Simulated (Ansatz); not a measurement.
# InH: the cost of one run

Method: DFT PBE, scalar-relativistic, plane waves, PAW, in Ansatz 0.2.0.

## (1) The starting structure

It takes space group R-3m (No. 166, trigonal). Conventional cell: a = 3.384 Å, b = 3.384 Å, c = 8.363 Å, α = 90.00°, β = 90.00°, γ = 120.00°. In (site symmetry -3m) is surrounded by 6 H at 2.40 Å. H (site symmetry -3m) is surrounded by 6 In at 2.40 Å.

Coordinates:

```cif
data_structure
_symmetry_space_group_name_H-M 'P 1'
_symmetry_Int_Tables_number 1
_cell_length_a 3.4042
_cell_length_b 3.4042
_cell_length_c 3.4042
_cell_angle_alpha 59.608
_cell_angle_beta 59.608
_cell_angle_gamma 59.608
_cell_volume 27.65
loop_
_atom_site_label
_atom_site_type_symbol
_atom_site_fract_x
_atom_site_fract_y
_atom_site_fract_z
_atom_site_occupancy
In1 In 0.00000 0.00000 0.00000 1
H1 H 0.50000 0.50000 0.50000 1
```

A structure generator made this guess: close-packed metal layers stacked A|B, with sites between them filled layer by layer (R-3m, No. 166). Its size is a rough estimate.

## (2) The guess as it stands, on a coarse mesh

Input file input.yaml:

```yaml
crystal:
  lattice:
    - [1.692, 0.97687666, 2.78772165]
    - [-1.692, 0.97687666, 2.78772165]
    - [0.0, -1.95375331, 2.78772165]
  atoms:
    - { symbol: In, position: [0.0, 0.0, 0.0] }
    - { symbol: H, position: [0.5, 0.5, 0.5] }
basis:
  ecutwfc: 420
kpoints:
  mp_grid: { grid: [6, 6, 6] }
hamiltonian:
  xc: pbe
scf:
  occupations: { method: gaussian, width: 0.1 }
  lower_state_search: "off"
output:
  forces: true
  stress: true
  eigenvalues: true
```

On the command line:

```bash
> ansatz run input.yaml --threads 1 --pin off --max-ram 2048MiB --backend cpu --events-out ev --progress --plain --runs-dir out
```

What time and memory should one allow on 1 thread of AMD EPYC 7R43 (Zen 3), shared host?

About 1.4 s, with a peak of 0.34 GiB.
